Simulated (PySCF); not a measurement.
**W(NMe)F4: geometry, NMR shifts and electronic excitations**

Wanted: the NMR shifts and electronic excitations of W(NMe)F4 (`C[N]=[W]([F])([F])([F])[F]`), by calculation.

Computed with PySCF 2.14.0, with density-fitted response routines of our own, on a single molecule in the gas phase. Atoms are numbered from 0 throughout.

### Step 1. Starting geometry

10 atoms, charge 0, multiplicity 1; geometry from: GFN2-xTB. The atoms were then displaced at random by about 0.03 Å, so the start is not that level's minimum.

Bonds of the start (Å): W0–N1 1.77, W0–F6 1.85, W0–F7 1.97, W0–F8 1.92, W0–F9 1.80, N1–C2 1.42, C2–H3 0.96, C2–H4 1.12, C2–H5 1.15.

### Step 2. Relaxing the molecule at PBE0-D3(BJ)/def2-SVP

The job: settings as JSON, then the geometry in Å.

```
{"job": {"xc": "PBE0", "basis": "def2-SVP", "d3": "d3bj", "grid": 1, "maxiter": 40, "shake": 0.03, "kind": "geom"}, "charge": 0, "multiplicity": 1}
W      0.069190    -0.069530    -1.299190
N     -0.018450    -0.018540     0.472450
C     -0.071210    -0.018020     1.889610
H     -0.928800     0.138050     2.281540
H      0.361440    -0.983780     2.265470
H      0.607400     0.809150     2.298580
F      1.785830     0.010870    -1.986210
F      0.051820     1.774230    -1.998230
F     -1.740860     0.022450    -1.943650
F      0.008300    -1.741630    -1.975970
```

Launch:

```console
$ OMP_NUM_THREADS=1 python probes_run.py task.json out
```

The driver reads the jobs from task.json and runs them one after another.

What it wrote:

```text
step   0  E = -560.43698484  max force = 0.163494
step   1  E = -560.47462212  max force = 0.047082
step   2  E = -560.48105859  max force = 0.029756
step   3  E = -560.48287591  max force = 0.014868
step   4  E = -560.48312921  max force = 0.002595
step   5  E = -560.48315951  max force = 0.001582
step   6  E = -560.48317866  max force = 0.000321
step   7  E = -560.48318323  max force = 0.000267
optimisation converged
```

Run time: 69 s. Hardware: 1 thread of Arm Neoverse V2, shared host; peak memory 0.49 GiB.

Relaxation path:

| step | energy from step 0 (eV) | largest force component (eV/Å) |
| --- | --- | --- |
| 0 | 0.0000 | 8.4072 |
| 1 | -1.0242 | 2.4211 |
| 2 | -1.1993 | 1.5301 |
| 3 | -1.2488 | 0.7645 |
| 4 | -1.2557 | 0.1334 |
| 5 | -1.2565 | 0.0813 |
| 6 | -1.2570 | 0.0165 |
| 7 | -1.2571 | 0.0137 |

Close pairs (by a distance rule), those that changed most:

```csv
bond,before (Å),after (Å),change (Å)
C2–H3,0.956,1.101,+0.146
W0–F7,1.972,1.871,-0.101
W0–N1,1.775,1.703,-0.072
W0–F9,1.805,1.870,+0.065
W0–F8,1.924,1.870,-0.054
C2–H5,1.145,1.102,-0.044
C2–H4,1.123,1.102,-0.021
W0–F6,1.851,1.870,+0.020
```

The final coordinates are the input of the step that follows.

| at the end point | value |
| --- | --- |
| point group (found at 0.08 Å tolerance) | C1 |
| rotational constants (GHz, main isotopes) | 1.996, 1.524, 1.522 |
| dipole moment (D) | 3.72 |

### Step 3. Nuclear shieldings: PBE0/def2-TZVP+pcSseg-1

The job: settings as JSON, then the geometry in Å.

```
{"job": {"kind": "nmr", "xc": "PBE0", "basis": {"default": "pcSseg-1", "W": "def2-TZVP"}}, "charge": 0, "multiplicity": 1}
W      0.022180    -0.005417    -1.348306
N      0.010290    -0.004952     0.354289
C      0.000333    -0.010074     1.768928
H     -1.025396     0.139794     2.141133
H      0.377186    -0.973318     2.148138
H      0.639517     0.798930     2.156834
F      1.839539    -0.009825    -1.790559
F      0.030109     1.807218    -1.809923
F     -1.790163    -0.000818    -1.808898
F      0.021066    -1.818289    -1.807237
```

Level: GIAO PBE0/pcSseg-1 W:def2-TZVP NMR shielding, scalar relativity only through core potentials, gas phase.

What it wrote:

```text
coarse grid: 47856 points
cycle   1  E = -560.3576238452  dE = -2.047e+01  |g| = 1.652e+00  |ddm| = 9.717e+00
cycle   2  E = -556.8730683405  dE =  3.485e+00  |g| = 4.718e+00  |ddm| = 3.252e+00
cycle   3  E = -560.7773885085  dE = -3.904e+00  |g| = 6.030e-01  |ddm| = 2.571e+00
cycle   4  E = -560.8068039249  dE = -2.942e-02  |g| = 4.346e-01  |ddm| = 5.685e-01
cycle   5  E = -560.8447268808  dE = -3.792e-02  |g| = 9.578e-02  |ddm| = 2.674e-01
cycle   6  E = -560.8467199897  dE = -1.993e-03  |g| = 9.295e-03  |ddm| = 6.954e-02
cycle   7  E = -560.8467330035  dE = -1.301e-05  |g| = 4.454e-03  |ddm| = 7.743e-03
cycle   8  E = -560.8467377230  dE = -4.719e-06  |g| = 7.314e-04  |ddm| = 2.817e-03
final grid: 100328 points
cycle   9  E = -560.8466766280  dE =  3.805e-08  |g| = 1.267e-03  |ddm| = 1.294e-03
cycle  10  E = -560.8466759671  dE =  6.608e-07  |g| = 2.398e-03  |ddm| = 1.725e-03
cycle  11  E = -560.8466768828  dE = -9.157e-07  |g| = 1.382e-04  |ddm| = 1.147e-03
cycle  12  E = -560.8466768852  dE = -2.400e-09  |g| = 9.209e-05  |ddm| = 1.228e-04
cycle  13  E = -560.8466768870  dE = -1.749e-09  |g| = 1.738e-05  |ddm| = 5.738e-05
cycle  14  E = -560.8466768870  dE = -4.570e-11  |g| = 6.828e-06  |ddm| = 1.101e-05
converged SCF energy = -560.8466768870

GIAO shielding tensors (ppm)
atom      isotropic    diamagn.    paramagn.     s11        s22        s33       span
  0 W          nan         nan         nan        nan        nan        nan        nan
  1 N     -103.239     326.899    -430.138   -235.652   -234.338    160.272    395.923
  2 C      133.351     246.687    -113.336    105.830    105.969    188.254     82.424
  3 H       27.650      27.547       0.104     24.713     26.434     31.805      7.092
  4 H       27.635      27.503       0.132     24.698     26.422     31.785      7.087
  5 H       27.643      27.509       0.134     24.698     26.417     31.814      7.116
  6 F       56.681     472.226    -415.545   -155.184    152.547    172.679    327.863
  7 F       57.185     472.247    -415.062   -154.302    154.374    171.484    325.786
  8 F       55.941     472.265    -416.324   -154.444    152.457    169.812    324.256
  9 F       56.774     472.231    -415.456   -153.206    154.890    168.639    321.845
```

It took 21 s on 1 thread of Arm Neoverse V2, shared host; peak memory 0.91 GiB.

Shifts follow as δ = σ(reference) − σ, with reference shieldings (ppm) from runs at the same level and on the same kind of geometry: 1H TMS 31.27, 13C TMS 184.4, 19F CFCl3 177.2, 15N NH3 265.7. The references are single molecules in the gas phase, so shifts against H2O, NH3, PH3, H3PO4 or CFCl3 are not on the usual liquid scales and can be off by tens of ppm. Atoms listed in one row are averaged.

| atoms | environment | σ (ppm) | δ (ppm) |
| --- | --- | --- | --- |
| C2 | carbon bonded to N, 3 H | 133.4 | 51.1 |
| H3, H4, H5 | hydrogen on a carbon bonded to N | 27.64 | 3.62 |
| N1 | nitrogen bonded to C, W | -103.2 | 368.9 |
| F6, F7, F8, F9 | fluorine bonded to W | 56.6 | 120.6 |

Atoms past Kr carry core potentials, so their printed shieldings have no meaning and are left out of the table.

The run also stored atomic charges by several schemes (e):

```csv
atoms,Mulliken,ESP fit
W0,1.58,1.88
N1,-0.48,-0.51
C2,-0.07,-0.28
"F6, F7, F8, F9",-0.37,-0.40
```

Mayer bond orders: W0–N1 2.20, W0–F6 0.97, W0–F7 0.97, W0–F8 0.97, W0–F9 0.97, N1–C2 0.94.

With diffuse functions Mulliken charges and Mayer bond orders lose their meaning; the other schemes are steadier.

Orbitals, density, ELF and potential are computed afterwards from the orbital file.

Frontier orbitals at PBE0/def2-TZVP+pcSseg-1, with the share of their density that lies nearest to each atom:

```
orbital  energy (eV)                            lies on
   HOMO        -9.25          N1 49 %; W0 12 %; H3 10 %
   LUMO        -3.09  W0 66 %; 4 F atoms about 8 % each
```

ELF in a plane through or near 6 of the atoms.

Ten even steps from ' ' (0.00) to '@' (1.00):
```
                                                        
                                                        
                                                        
              ..::::....                                
          ::==######**==..            ....              
        ..--**%%**##%%**..          --%%@@##--          
        ..--**%%++**%%++..  ..    ..##@@@@@@@@==        
          ::==**##**==....--++==  ::%%@@@@@@@@**        
            ....::++++==--##%%##====##@@@@@@##::        
              --##++--##==##----%%**::--**==::          
              --##++==##==##----%%**::::++--..          
            ....::==++==--##%%##==--==##**--..          
          ::==**##**--....--**==....::====::..          
        ..--**%%++**%%++..  ....      ....              
        ..--**%%**##%%**..                              
          ::==######**==..                              
              ..::::....                                
                                                        
                                                        
                                                        
```
The map spans 9.5 Å across and 8.8 Å up, centred on the molecule. Atoms in the plane (x, y in Å): W0 (-1.3, 0.0), N1 (0.4, 0.0), C2 (1.8, 0.0), H3 (2.1, 1.0), F6 (-1.8, -1.8), F8 (-1.8, 1.8).

On the surface of density 0.002 e/bohr³ the electrostatic potential runs, from the 1st to the 99th percentile, from -0.92 V near F6 to 3.08 V near W0.

### Step 4. Ultraviolet spectrum: CAM-B3LYP/def2-SVPD

Same as in step 3 but for these lines:

```diff
@@ -1,2 +1,2 @@
-{"job": {"kind": "nmr", "xc": "PBE0", "basis": {"default": "pcSseg-1", "W": "def2-TZVP"}}, "charge": 0, "multiplicity": 1}
+{"job": {"kind": "uv", "xc": "CAM-B3LYP", "basis": "def2-SVPD", "ip": true, "nstates": 10}, "charge": 0, "multiplicity": 1}
 W      0.022180    -0.005417    -1.348306
```

Level: TDDFT CAM-B3LYP/def2-SVPD, vertical, gas phase, core orbitals frozen in the response.

What it wrote:

```text
coarse grid: 47856 points
cycle   1  E = -560.5323733252  dE = -1.248e+01  |g| = 1.305e+00  |ddm| = 8.266e+00
cycle   2  E = -559.8204047936  dE =  7.120e-01  |g| = 2.467e+00  |ddm| = 2.630e+00
cycle   3  E = -560.8102253787  dE = -9.898e-01  |g| = 2.891e-01  |ddm| = 1.801e+00
cycle   4  E = -560.8242483118  dE = -1.402e-02  |g| = 1.390e-01  |ddm| = 3.429e-01
cycle   5  E = -560.8279057241  dE = -3.657e-03  |g| = 4.679e-02  |ddm| = 1.377e-01
cycle   6  E = -560.8283479480  dE = -4.422e-04  |g| = 5.058e-03  |ddm| = 4.347e-02
cycle   7  E = -560.8283539187  dE = -5.971e-06  |g| = 1.811e-03  |ddm| = 6.989e-03
final grid: 100328 points
cycle   8  E = -560.8281961677  dE = -5.326e-08  |g| = 2.089e-03  |ddm| = 4.587e-03
cycle   9  E = -560.8281938736  dE =  2.294e-06  |g| = 4.049e-03  |ddm| = 4.875e-03
cycle  10  E = -560.8281970128  dE = -3.139e-06  |g| = 5.592e-04  |ddm| = 3.313e-03
cycle  11  E = -560.8281970850  dE = -7.221e-08  |g| = 1.242e-04  |ddm| = 5.573e-04
cycle  12  E = -560.8281970877  dE = -2.670e-09  |g| = 3.859e-05  |ddm| = 9.288e-05
cycle  13  E = -560.8281970881  dE = -4.109e-10  |g| = 1.110e-05  |ddm| = 7.209e-05
converged SCF energy = -560.8281970881

Static polarisability (au): isotropic 63.042, principal 54.999 55.038 79.090

Singlet excitations
state   eV       nm        f      main configurations
  1   4.4033    281.6   0.00054   H->L 0.98
  2   4.4089    281.2   0.00057   H-1->L 0.98
  3   5.4844    226.1   0.00000   H-1->L+1 0.50, H->L+2 0.47
  4   5.7741    214.7   0.00074   H->L+2 0.50, H-1->L+1 0.47
  5   5.8021    213.7   0.00070   H->L+1 0.47, H-1->L+2 0.46
  6   6.6907    185.3   0.00282   H->L+3 0.93
  7   6.6961    185.2   0.00284   H-1->L+3 0.93
  8   7.0964    174.7   0.00009   H-2->L 0.91
  9   7.1164    174.2   0.00000   H-3->L 1.00
 10   7.3309    169.1   0.01340   H-4->L 0.52, H-6->L 0.46

Triplet excitations (Tamm-Dancoff, eV): 4.1844 4.1902 4.6071 4.9794
Vertical electron affinity (delta-SCF) = 1.4879 eV
```

Wall time 2 min (1 thread of Arm Neoverse V2, shared host); peak memory 1.1 GiB.

The orbitals next to the gap, with their largest atomic shares:

```csv
orbital,eV,atoms
HOMO−3,-13.66,"F6 24 %, F8 24 %, F7 24 %"
HOMO−2,-12.96,"F6 25 %, F7 25 %, F9 25 %"
HOMO−1,-10.74,"N1 43 %, W0 16 %, C2 12 %"
HOMO,-10.74,"N1 43 %, W0 16 %, C2 12 %"
LUMO,-2.14,"W0 69 %, F8 7 %, F6 7 %"
LUMO+1,-0.62,"W0 54 %, N1 22 %, F8 6 %"
LUMO+2,-0.60,"W0 54 %, N1 22 %, F9 7 %"
```

With each of the 10 states as a Gaussian band of 0.4 eV half-width at 1/e, the curve within the window shown has maxima at 281 nm (ε 45), 213 nm (ε 60), 169 nm (ε 560) L/(mol cm). Beyond the last state computed it falls off for lack of states. The curve at chosen wavelengths:

nm, ε (L/mol/cm) and a bar:
```
      162        311 ################
      169        565 ##############################
      175        449 ########################
      182        307 ################
      188        229 ############
      195        116 ######
      201         62 ###
      208         57 ###
      214         59 ###
      221         47 ##
      227         29 #
      234         13 
      240          6 
      247          6 
      253         11 
      260         21 #
      266         31 #
      273         41 ##
      279         45 ##
      286         43 ##
      292         38 ##
      299         29 #
      305         21 #
      312         14 
      318          9 
      325          5
```

Leading natural transition orbitals of singlet state 10: the hole lies on F6, F8 about 45 % each; the particle on W0 66 %; 4 F atoms about 8 % each.

Leading natural transition orbitals of singlet state 1: the hole lies on N1 55 %; W0 13 %; F6, F8 about 10 % each; the particle on W0 67 %; 4 F atoms about 8 % each.

Ground-state properties from the same run:

```
           property  computed
  dipole moment (D)      3.85
polarisability (Å³)      9.34
 HOMO–LUMO gap (eV)      8.60
      −ε(HOMO) (eV)     10.74
```

### Step 5. Nuclear shieldings: KT2/def2-TZVP+pcSseg-1

Same as in step 4 but for these lines:

```diff
@@ -1,2 +1,2 @@
-{"job": {"kind": "uv", "xc": "CAM-B3LYP", "basis": "def2-SVPD", "ip": true, "nstates": 10}, "charge": 0, "multiplicity": 1}
+{"job": {"kind": "nmr", "xc": "KT2", "basis": {"default": "pcSseg-1", "W": "def2-TZVP"}, "pop": false}, "charge": 0, "multiplicity": 1}
 W      0.022180    -0.005417    -1.348306
```

Method: GIAO KT2/pcSseg-1 W:def2-TZVP NMR shielding, scalar relativity only through core potentials, gas phase.

What it wrote:

```text
coarse grid: 47856 points
cycle   1  E = -567.7107687375  dE = -1.990e+01  |g| = 1.934e+00  |ddm| = 9.684e+00
cycle   2  E = -559.6506710916  dE =  8.060e+00  |g| = 6.498e+00  |ddm| = 4.674e+00
cycle   3  E = -568.2311220484  dE = -8.580e+00  |g| = 7.820e-01  |ddm| = 4.162e+00
cycle   4  E = -568.0157243450  dE =  2.154e-01  |g| = 1.245e+00  |ddm| = 1.210e+00
cycle   5  E = -568.3311884445  dE = -3.155e-01  |g| = 3.602e-01  |ddm| = 8.137e-01
cycle   6  E = -568.3589737946  dE = -2.779e-02  |g| = 5.739e-02  |ddm| = 2.354e-01
cycle   7  E = -568.3593532823  dE = -3.795e-04  |g| = 3.504e-02  |ddm| = 3.603e-02
cycle   8  E = -568.3595856614  dE = -2.324e-04  |g| = 1.291e-02  |ddm| = 2.220e-02
cycle   9  E = -568.3596166744  dE = -3.101e-05  |g| = 4.055e-03  |ddm| = 9.207e-03
cycle  10  E = -568.3596197800  dE = -3.106e-06  |g| = 1.117e-03  |ddm| = 2.768e-03
final grid: 100328 points
cycle  11  E = -568.3594323911  dE =  3.569e-06  |g| = 4.317e-03  |ddm| = 3.520e-03
cycle  12  E = -568.3593588618  dE =  7.353e-05  |g| = 1.872e-02  |ddm| = 1.341e-02
cycle  13  E = -568.3594362939  dE = -7.743e-05  |g| = 1.249e-03  |ddm| = 1.086e-02
cycle  14  E = -568.3594365589  dE = -2.650e-07  |g| = 1.460e-04  |ddm| = 6.792e-04
cycle  15  E = -568.3594365642  dE = -5.365e-09  |g| = 3.142e-05  |ddm| = 1.313e-04
cycle  16  E = -568.3594365644  dE = -1.471e-10  |g| = 1.292e-05  |ddm| = 2.195e-05
converged SCF energy = -568.3594365644

GIAO shielding tensors (ppm)
atom      isotropic    diamagn.    paramagn.     s11        s22        s33       span
  0 W          nan         nan         nan        nan        nan        nan        nan
  1 N      -71.192     326.160    -397.351   -182.991   -181.850    151.267    334.258
  2 C      131.935     248.804    -116.870    104.247    104.381    187.175     82.928
  3 H       27.422      27.922      -0.500     24.554     26.184     31.529      6.975
  4 H       27.408      27.871      -0.463     24.537     26.174     31.511      6.974
  5 H       27.415      27.878      -0.464     24.536     26.172     31.536      7.001
  6 F       17.743     473.576    -455.833   -183.324     90.269    146.284    329.609
  7 F       18.431     473.601    -455.170   -182.270     92.400    145.162    327.432
  8 F       17.174     473.622    -456.448   -182.002     90.271    143.255    325.257
  9 F       18.158     473.584    -455.425   -180.802     93.067    142.210    323.011
```

Run time: 21 s. Hardware: 1 thread of Arm Neoverse V2, shared host; peak memory 0.83 GiB.

Key values: δ C2 51.3, N1 335.5, F6 120.7, H3 3.76 ppm (means over like atoms).

### Step 6. Side by side: NMR shifts

Shifts (ppm), means over like atoms, with basis size and wall time:

```
                    run    C2    H3     N1     F6  functions  time
PBE0/def2-TZVP+pcSseg-1  51.1  3.62  368.9  120.6        157  21 s
 KT2/def2-TZVP+pcSseg-1  51.3  3.76  335.5  120.7        157  21 s
```

### Step 7. Summary of results

| quantity | value |
| --- | --- |
| point group | C1 |
| rotational constants (main isotopes) | 2.00, 1.52, 1.52 GHz |
| 13C shifts against TMS (PBE0/def2-TZVP+pcSseg-1) | 51.1 ppm |
| 1H shifts against TMS (PBE0/def2-TZVP+pcSseg-1, means over atoms taken as alike) | 3.62 ppm |
| 15N shifts against NH3 (PBE0/def2-TZVP+pcSseg-1) | 368.9 ppm |
| 19F shifts against CFCl3 (PBE0/def2-TZVP+pcSseg-1, means over atoms taken as alike) | 120.6 ppm |
| surface potential, 1st and 99th percentile | -0.92 V and 3.08 V |
| lowest singlet (CAM-B3LYP/def2-SVPD) | 4.40 eV (282 nm), f = 0.001 |
| brightest single state of those computed | state 10, 7.33 eV, f = 0.013 |
| lowest triplet | 4.18 eV |
| vertical electron affinity (ΔSCF) | 1.49 eV |
| range of the shift of N1 | 335.5 to 368.9 ppm |

In words: The start was shaken at random, so part of the energy gained undoes that. Over 7 steps the energy fell by 1.257 eV; of the close pairs, C2–H3 changed most, 0.956 to 1.101 Å. No frequency check was run at this level, so the end point may be a saddle. At PBE0/def2-TZVP+pcSseg-1: Shielding is most anisotropic at N1 (span 396 ppm, paramagnetic term -430 ppm). By nearest atom (PBE0/def2-TZVP+pcSseg-1), the HOMO sits on N1 49 %; W0 12 % and the LUMO on W0 66 %; 4 F atoms about 8 % each. The lowest singlet, at 4.40 eV, is HOMO→LUMO 0.98 and is dark; of the 10 states computed, the strongest absorption comes from state 10 at 7.33 eV (the last computed, so partners may be missing). The lowest triplet lies 0.22 eV below the lowest singlet (triplets in Tamm-Dancoff, singlets in full TDDFT). Spin-orbit coupling, left out, mixes singlets and triplets in elements this heavy. Across the 2 runs the shift of N1 moves most, between 335.5 (KT2/def2-TZVP+pcSseg-1) and 368.9 ppm (PBE0/def2-TZVP+pcSseg-1). Spin-orbit coupling is left out, which matters for shieldings and couplings at and beside the heavy atoms.
